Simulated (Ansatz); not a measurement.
# GaBPH (triplet): from a generated start to a stationary point

Aim: relax a generated start of GaBPH (triplet) and see which bonds hold.

Program: Ansatz 0.2.0, Gaussian basis. Level of theory: UKS PBE0/def2-TZVP. These are calculated values, not measurements.

## (1) The starting structure

4 atoms, charge 0, spin multiplicity 3.

Atoms are counted from 1 here; the program's logs count them from 0.

Bond lengths: B1–Ga2 2.109 Å, B1–H4 1.174 Å, Ga2–P3 2.225 Å. Angles: Ga2–B1–H4 117.4°, B1–Ga2–P3 175.0°.

The start was built by rule and, where that kept it together, relaxed with GFN2-xTB. Sticks and bond lists go by distance. No spin-orbit coupling is included. 

## (2) Relaxation

Contents of in.yaml:

```yaml
crystal:
  periodic: [false, false, false]
  atoms:
    - {symbol: B, position_ang: [-1.473210, -0.308610, -0.002564]}
    - {symbol: Ga, position_ang: [0.635502, -0.309706, -0.002013]}
    - {symbol: P, position_ang: [2.851590, -0.115589, 0.000073]}
    - {symbol: H, position_ang: [-2.013882, 0.733904, 0.004504]}
basis:
  gaussian: {orbitals: def2-TZVP}
magnetization: {spin_polarized: true, initial_magnetization: 2}
hamiltonian: {xc: pbe0}
relax: {f_tol: 0.004, max_steps: 80}
```

On the command line:

```sh
ansatz run in.yaml --threads 1 --pin off --events-out ev --progress --plain --max-ram 2176MiB
```

Before running it: what results should come out? Wanted: energy gained; shift from the start; total energy; dipole moment; ⟨S²⟩.

As calculated:

```
                  quantity           value
                     steps               8
             energy gained        0.235 eV
shift from the start (rms)         0.320 Å
              total energy  -62344.1817 eV
             dipole moment          2.35 D
                      ⟨S²⟩           2.061
```

The bonds of the start are those of the end. B1–Ga2 went from 2.109 to 1.978 Å. No vibrations were run, so this is a stationary point, not a proven minimum, and this spin need not be the ground state's.
